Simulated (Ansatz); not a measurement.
# Cs2NaYbCl6 (Fm-3m): relaxation of cell and ions from a Python script

What cell does Cs2NaYbCl6 (Fm-3m) relax to? The task is a relaxation of cell and ions, for Cs2NaYbCl6 (Fm-3m).

Computed with the Python package of Ansatz 0.2.0. Level of theory: DFT PBEsol, plane waves, PAW.

## Step 1: Starting point

It takes space group Fm-3m (No. 225, cubic). The conventional cell has a = 10.938 Å, b = 10.938 Å, c = 10.938 Å, α = 90.00°, β = 90.00°, γ = 90.00°. Cs (site symmetry -43m) has 12 Cl at 3.87 Å in its first shell of neighbours. Na (site symmetry m-3m) is surrounded by 6 Cl at 2.78 Å. Yb (site symmetry m-3m) has 6 Cl at 2.69 Å in its first shell of neighbours. Around Cl (site symmetry 4mm) lie 1 Yb at 2.69 Å and 1 Na at 2.78 Å and 4 Cs at 3.87 Å.

No structure file is read: the coordinates are typed or built in the script.

## Step 2: The code

The input, vcrelax_cs2naybcl6.py:

```python
'''Cell relaxation of Cs2NaYbCl6.'''

import ansatz as az
from ase.data import atomic_numbers
import matplotlib.pyplot as plt
import numpy as np
import spglib

def edges_and_angles(cell):
    cell = np.asarray(cell)
    a, b, c = np.linalg.norm(cell, axis=1)
    cosines = cell[1] @ cell[2] / (b * c), cell[0] @ cell[2] / (a * c), cell[0] @ cell[1] / (a * b)
    return (a, b, c, *np.degrees(np.arccos(cosines)))

lattice = az.Lattice.of(
    (0.0, 5.469089, 5.469089),
    (5.469089, 0.0, 5.469089),
    (5.469089, 5.469089, 0.0),
)
sites = [
    ('Cs', (0.25, 0.25, 0.25)),
    ('Cs', (0.75, 0.75, 0.75)),
    ('Na', (0.5, 0.5, 0.5)),
    ('Yb', (0.0, 0.0, 0.0)),
    ('Cl', (0.753905, 0.246095, 0.753905)),
    ('Cl', (0.246095, 0.753905, 0.246095)),
    ('Cl', (0.753905, 0.753905, 0.246095)),
    ('Cl', (0.246095, 0.246095, 0.753905)),
    ('Cl', (0.753905, 0.246095, 0.246095)),
    ('Cl', (0.246095, 0.753905, 0.753905)),
]
cell = az.Crystal(lattice=lattice)
for symbol, position in sites:
    cell = cell.atom(symbol, position)

# shape and ions at fixed volume
setup = (
    cell.calculation()
    .scf(max_iterations=100, extra_bands=8)
    .functional('PBEsol')
    .occupations('Fermi-Dirac')
    .kpoints(mesh=(6, 6, 6), center='monkhorst-pack')
    .basis(470)
    .relax(max_steps=60, density_extrapolation='transplant', fix_cell=['volume'])
    .density()
)
steps = []


def collect(event):
    if event['event'] == 'relax_step':
        steps.append(event['data'])


done = setup.session().plan().execute(on_event=collect)
summary = done.report
print('step   energy (eV)     max comp. (eV/A)   P (GPa)  SCF')
for s in steps:
    print(f'{s["step"]:4d} {s["lagrangian_ev"]:15.5f} {s["allowed_force_max_ev_ang"]:12.4f} {s["pressure_gpa"]:10.3f} {s["n_scf"]:5d}')

first, last = steps[0], steps[-1]
symbols = [site.symbol for site in done.lattice.sites]
print(f'energy gained {first["lagrangian_ev"] - last["lagrangian_ev"]:.4f} eV in {len(steps) - 1} steps')
for label, vectors in (('before', first['cell_ang']), ('after', done.lattice.cell_ang)):
    print(label, 'a b c (A) {:.4f} {:.4f} {:.4f}  angles {:.2f} {:.2f} {:.2f}'.format(*edges_and_angles(vectors)), f' V = {abs(np.linalg.det(vectors)):.3f} A^3')
print('final stress xx yy zz (GPa, compression positive):', np.round(np.diag(summary['stress_gpa']), 3) + 0.0)

fractions = [site.position_frac for site in done.lattice.sites]
numbers = [atomic_numbers[s] for s in symbols]
for tolerance in (1e-3, 1e-2, 1e-1):
    print(f'space group at {tolerance} A:', spglib.get_spacegroup((done.lattice.cell_ang, fractions, numbers), symprec=tolerance))

fig, (top, bottom) = plt.subplots(2, 1, sharex=True, figsize=(4.5, 4))
top.plot([s['lagrangian_ev'] - last['lagrangian_ev'] for s in steps], 'o-')
top.set_ylabel('E - E(final) (eV)')
bottom.semilogy([max(s['allowed_force_max_ev_ang'], 1e-6) for s in steps], 's-')
bottom.set(xlabel='step', ylabel='largest force (eV/A)')
fig.tight_layout()
fig.savefig('relax.png', dpi=100)

print('relaxed fractional positions')
for site in done.lattice.sites:
    print(f'  {site.symbol:2s}', ' '.join(f'{v % 1:8.5f}' for v in np.round(site.position_frac, 5)))

n_atoms = len(summary['lattice']['sites'])
print('F =', round(summary['free_energy_ev'], 4), 'eV for', n_atoms, 'atoms')
print('E(sigma -> 0) =', round(summary['energy_sigma0_ev'], 4), 'eV, TS =', round(summary['entropy_ts_ev'], 5), 'eV')
print('closed by', summary['closed_by'], 'after', summary['n_iterations'], 'iterations')

rho = done.density()
total = sum(ch.density_e_per_ang3 for ch in rho.channels[:2]) if len(rho.channels) < 3 else rho.channels[0].density_e_per_ang3
print('grid', rho.dims, 'electrons', round(float(total.mean() * rho.cell_volume_ang3), 4))
print(f'density range {total.min():.4f} to {total.max():.4f} e/A^3')
print(np.array2string(total[:: max(rho.dims[0] // 8, 1), :: max(rho.dims[1] // 8, 1), 0], precision=3, suppress_small=True))
```

## Step 3: The run

Run with:

```bash
$ python vcrelax_cs2naybcl6.py
```

Without the output at hand: what should come out? Wanted: free energy; moves of the relaxation; energy gained; last largest force component.

The runs gave:

| quantity | value |
| --- | --- |
| free energy | -32708.7079 eV (-3270.8708 eV/atom) |
| moves of the relaxation | 2 |
| energy gained (ahead of the last change of basis) | 11.4 meV/atom |
| last largest force component | 0.0043 eV/Å |

In words: The relaxation took 2 moves; the largest shift is 0.074 Å. What to keep in mind:
- Semilocal functionals put the nearly full 4f shell of Yb too close to the Fermi level.
- Part of the cell is held or a pressure is applied, so the end point needn't be the zero-pressure lattice.
- Energies along a relaxation are free energies. Rows at an unchanged volume are solved on a plane-wave basis chosen afresh for that cell, so the energy jumps there and such rows are no steps of the walk.
- Edges and angles that the script prints are those of the cell as typed, here a primitive one.
- Densities and potentials on the grid are those of the valence electrons, and inside the cores they hang on the potentials used.
- This cell is a computed structure, which may not be the phase found in nature.
